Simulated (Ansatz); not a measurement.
# Ta2Pb: the cost of one run

Computed with Ansatz 0.2.0 (DFT PBE, scalar-relativistic, plane waves, PAW, unless a step's input says otherwise).

2 further runs of the same task are left out: 1 that didn't finish, 1 set aside as unsound or not needed.

### 1 The system as given

It takes space group P4mm (No. 99, tetragonal). Conventional cell: a = 3.279 Å, b = 3.279 Å, c = 5.769 Å, α = 90.00°, β = 90.00°, γ = 90.00°. Ta (site symmetry 2mm) is surrounded by 4 Ta at 2.32 Å. Pb (site symmetry 4mm) has 8 Ta at 3.09 to 3.55 Å and 4 Pb at 3.28 Å in its first shell of neighbours.

As a file:

```
Ta Pb
1.0
     3.27867    0.00000    0.00000
     0.00000    3.27867    0.00000
     0.00000    0.00000    5.76896
Ta Pb
2 1
Cartesian
  1.6393 0.0000 3.4943
  0.0000 1.6393 3.4943
  1.6393 1.6393 0.8750
```

Recipe of the guess: random cell by space group and Wyckoff sites (P4mm, No. 99). Its size is a rough estimate.

### 2 A first look at the guess

The input, input.yaml:

```yaml
crystal:
  lattice:
    - [3.27866801, 0.0, 0.0]
    - [0.0, 3.27866801, 0.0]
    - [0.0, 0.0, 5.76896349]
  atoms:
    - { symbol: Ta, position: [0.5, 0.0, 0.60571136] }
    - { symbol: Ta, position: [0.0, 0.5, 0.60571136] }
    - { symbol: Pb, position: [0.5, 0.5, 0.15167172] }
basis:
  ecutwfc: 420
kpoints:
  mp_grid: { grid: [6, 6, 4] }
hamiltonian:
  xc: pbe
scf:
  occupations: { method: gaussian, width: 0.1 }
  lower_state_search: "off"
output:
  forces: true
  stress: true
  eigenvalues: true
```

Command:

```console
> ansatz run input.yaml --threads 1 --pin off --max-ram 2560MiB --backend cpu --events-out ev --progress --plain --runs-dir out
```

Q: Estimate wall time and peak memory on 1 thread of Intel Xeon at 2.50GHz (Skylake/Cascade Lake), shared host.

About 8.4 s, with a peak of 0.38 GiB.
